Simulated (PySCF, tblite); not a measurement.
# C2H9NO2Si2: infrared bands and NMR shifts

Wanted: the infrared bands and NMR shifts of C2H9NO2Si2 (`CC(=O)N[SiH2]O[SiH3]`), by calculation.

The runs use tblite 0.8.0 and PySCF 2.14.0, with density-fitted response routines of our own; the level of theory stands in each step. All values are computed, except where a source is named. Atoms count from 0, in the outputs and in this text.

### 1 Starting geometry

16 atoms, charge 0, multiplicity 1; geometry from: GFN2-xTB.

Bonds of the start (Å): C0–C1 1.51, C1–O2 1.21, C1–N3 1.35, N3–Si4 1.75, Si4–O5 1.62, O5–Si6 1.62, C0–H7 1.09, C0–H8 1.09, C0–H9 1.09, N3–H10 1.01, Si4–H11 1.45, Si4–H12 1.45, Si6–H13 1.46, Si6–H14 1.46, Si6–H15 1.46.

### 2 Harmonic vibrations with GFN2-xTB

What the job is given:

```
{"job": {"kind": "ir", "xc": "GFN2-xTB", "basis": "xTB"}, "charge": 0, "multiplicity": 1}
C      2.805176     0.466111     1.373005
C      1.730173    -0.433437     0.813918
O      1.786652    -1.646665     0.820429
N      0.646146     0.171325     0.286262
Si    -0.575464    -0.911903    -0.335905
O     -1.690808     0.135814    -0.868794
Si    -3.059516     0.503341    -1.653087
H      3.118729     1.187694     0.621750
H      2.415781     1.007709     2.233424
H      3.657356    -0.131661     1.682996
H      0.588529     1.177033     0.274632
H     -1.153066    -1.693862     0.746462
H     -0.051010    -1.657866    -1.469507
H     -4.181992     0.004301    -0.861962
H     -3.026384     1.961455    -1.729936
H     -3.017901    -0.130445    -2.968898
```

What it wrote:

```text
mode    cm-1     km/mol
  1     -28.8      0.56
  2      41.0      2.25
  3      51.7      1.68
  4      79.9      0.49
  5      98.3     17.56
  6     108.8      4.53
  7     125.6      8.71
  8     181.5      5.20
  9     367.0     13.73
 10     508.5    125.05
 11     531.8     40.46
 12     556.1     10.99
 13     576.7      0.83
 14     596.8     19.93
 15     603.4     97.88
 16     629.7     60.94
 17     645.4     43.44
 18     754.6    360.22
 19     763.6    221.21
 20     769.5    339.62
 21     781.7    272.32
 22     822.1    241.14
 23     833.9    148.61
 24     960.3      9.13
 25     995.4     15.45
 26    1002.6     27.34
 27    1093.1    745.10
 28    1175.3     27.48
 29    1365.5     52.82
 30    1387.9    556.12
 31    1456.3      8.62
 32    1466.1      9.11
 33    1719.6    417.79
 34    2258.8    311.36
 35    2268.0    352.78
 36    2283.3     78.46
 37    2317.4    448.61
 38    2336.0    126.88
 39    3019.0     12.52
 40    3028.2     11.13
 41    3062.5      9.07
 42    3463.7      3.95
```

The strongest bands and the atoms that carry them (share of the mass-weighted mode):

```csv
cm⁻¹,km/mol,atoms
755,360.2,"H11 40 %, H12 40 %, Si4 11 %"
770,339.6,"H12 38 %, H11 38 %"
1093,745.1,O5 77 %
1388,556.1,"C1 44 %, N3 30 %"
1720,417.8,"C1 63 %, O2 34 %"
2259,311.4,"H13 48 %, H15 46 %"
2268,352.8,"H14 53 %, H15 22 %, H13 21 %"
2317,448.6,"H11 48 %, H12 46 %"
```

### 3 NMR shieldings: PBE0/pcSseg-1

The job, as its differences from that of step 2:

```diff
@@ -1,2 +1,2 @@
-{"job": {"kind": "ir", "xc": "GFN2-xTB", "basis": "xTB"}, "charge": 0, "multiplicity": 1}
+{"job": {"kind": "nmr", "xc": "PBE0", "basis": "pcSseg-1"}, "charge": 0, "multiplicity": 1}
 C      2.805176     0.466111     1.373005
```

Level: GIAO PBE0/pcSseg-1 NMR shielding, non-relativistic, gas phase.

What it wrote:

```text
coarse grid: 14240 points
cycle   1  E = -865.0364798559  dE =  9.656e-01  |g| = 1.091e+00  |ddm| = 3.597e+00
cycle   2  E = -864.4857877622  dE =  5.507e-01  |g| = 2.005e+00  |ddm| = 2.521e+00
cycle   3  E = -865.2399842698  dE = -7.542e-01  |g| = 2.824e-01  |ddm| = 1.917e+00
cycle   4  E = -865.2539576079  dE = -1.397e-02  |g| = 1.058e-01  |ddm| = 2.562e-01
cycle   5  E = -865.2558681700  dE = -1.911e-03  |g| = 3.024e-02  |ddm| = 9.114e-02
cycle   6  E = -865.2560567045  dE = -1.885e-04  |g| = 5.193e-03  |ddm| = 2.671e-02
cycle   7  E = -865.2560608302  dE = -4.126e-06  |g| = 1.987e-03  |ddm| = 4.400e-03
final grid: 128024 points
cycle   8  E = -865.3139074666  dE =  8.327e-07  |g| = 1.475e-02  |ddm| = 1.850e-02
cycle   9  E = -865.3138038050  dE =  1.037e-04  |g| = 2.781e-02  |ddm| = 2.755e-02
cycle  10  E = -865.3139462730  dE = -1.425e-04  |g| = 2.411e-03  |ddm| = 1.942e-02
cycle  11  E = -865.3139473174  dE = -1.044e-06  |g| = 3.412e-04  |ddm| = 1.814e-03
cycle  12  E = -865.3139473358  dE = -1.838e-08  |g| = 1.248e-04  |ddm| = 3.196e-04
cycle  13  E = -865.3139473390  dE = -3.218e-09  |g| = 2.488e-05  |ddm| = 1.051e-04
cycle  14  E = -865.3139473391  dE = -1.060e-10  |g| = 8.560e-06  |ddm| = 2.247e-05
converged SCF energy = -865.3139473391

GIAO shielding tensors (ppm)
atom      isotropic    diamagn.    paramagn.     s11        s22        s33       span
  0 C      162.640     249.474     -86.834    138.007    155.020    194.892     56.885
  1 C        8.573     247.341    -238.768    -72.031      1.319     96.430    168.461
  2 O     -110.146     403.276    -513.423   -388.624   -218.457    276.642    665.266
  3 N      136.768     332.014    -195.246     35.654    133.294    241.355    205.701
  4 Si     388.455     881.953    -493.499    370.695    389.181    405.487     34.792
  5 O      318.966     400.746     -81.781    250.208    342.583    364.107    113.898
  6 Si     391.363     880.230    -488.867    355.071    357.196    461.823    106.751
  7 H       29.712      28.897       0.815     26.078     29.264     33.794      7.716
  8 H       29.565      28.542       1.023     26.153     28.748     33.795      7.642
  9 H       29.933      26.521       3.412     26.178     28.070     35.551      9.373
 10 H       27.292      37.381     -10.090     22.480     28.484     30.911      8.430
 11 H       26.408      31.387      -4.979     22.719     25.466     31.040      8.322
 12 H       26.399      31.405      -5.007     22.753     25.503     30.940      8.188
 13 H       26.527      28.714      -2.186     23.212     24.909     31.461      8.249
 14 H       26.626      29.560      -2.934     22.920     25.310     31.648      8.728
 15 H       26.528      28.752      -2.224     23.252     24.975     31.359      8.107
```

It took 26 s on 1 thread, shared host.

Shifts follow as δ = σ(reference) − σ, with reference shieldings (ppm) from runs at the same level and on the same kind of geometry: ¹H TMS 31.72, ¹³C TMS 186.9, ²⁹Si TMS 349.2, ¹⁵N NH3 267.7, ¹⁷O H2O 336.1. The references are single molecules in the gas phase, so shifts against H2O, NH3, PH3, H3PO4 or CFCl3 are not on the usual liquid scales and can be off by tens of ppm. Atoms listed in one row are averaged.

```csv
atoms,environment,σ (ppm),δ (ppm),δ scaled to CDCl3
C1,amide carbonyl carbon,8.6,178.4,172.2
C0,methyl carbon α to a carbonyl,162.6,24.3,21.8
"H11, H12","hydrogen on a silicon bonded to N, O",26.40,5.31,–
"H13, H14, H15",hydrogen on a silicon bonded to O,26.56,5.16,–
H10,hydrogen on an amide-type nitrogen,27.29,4.43,–
"H7, H8, H9",hydrogen on a methyl carbon α to a carbonyl,29.74,1.98,1.97
O2,amide-type carbonyl oxygen,-110.1,446.2,–
O5,oxygen bonded to 2 Si,319.0,17.1,–
N3,amide-type nitrogen,136.8,131.0,–
Si4,"silicon bonded to N, O, 2 H",388.5,-39.3,–
Si6,"silicon bonded to O, 3 H",391.4,-42.2,–
```

The scaled column applies a straight-line fit of computed shieldings to shifts measured in CDCl3 (root-mean-square error 0.16 ppm for H, 1.9 ppm for C).

Charges from the same density, by scheme (e):

```csv
atoms,Mulliken,IAO,Hirshfeld,ESP fit
C0,-0.25,-0.48,-0.12,-0.63
C1,0.36,0.45,0.18,0.85
O2,-0.45,-0.49,-0.27,-0.59
N3,-0.61,-0.63,-0.21,-0.79
Si4,0.95,1.14,0.43,0.75
O5,-0.74,-0.89,-0.31,-0.46
Si6,0.74,0.89,0.40,0.60
```

Mayer bond orders: C0–C1 0.99, C1–O2 1.86, C1–N3 1.16, N3–Si4 0.85, Si4–O5 0.93, O5–Si6 0.93.

### 4 Results

| quantity | value |
| --- | --- |
| strongest single infrared mode (GFN2-xTB) | 1093 cm⁻¹, 745 km/mol |
| zero-point energy (GFN2-xTB) | 67.3 kcal/mol |
| ¹³C shifts against TMS (PBE0/pcSseg-1) | 178.4, 24.3 ppm |
| ¹H shifts against TMS (PBE0/pcSseg-1, means over atoms taken as alike) | 5.31, 5.16, 4.43, 1.98 ppm |
| ¹⁷O shifts against H2O (PBE0/pcSseg-1) | 446.2, 17.1 ppm |
| ¹⁵N shifts against NH3 (PBE0/pcSseg-1) | 131.0 ppm |
| ²⁹Si shifts against TMS (PBE0/pcSseg-1) | -39.3, -42.2 ppm |

The lowest mode is imaginary (29i cm⁻¹), so the xTB geometry is not a minimum. The strongest single mode, at 1093 cm⁻¹, moves mainly O5. GFN2-xTB is a fitted tight-binding method: band positions and strengths are rough. Its intensities can rank the bands wrongly. At PBE0/pcSseg-1: The widest tensor belongs to O2: span 665 ppm, with a paramagnetic part of -513 ppm.
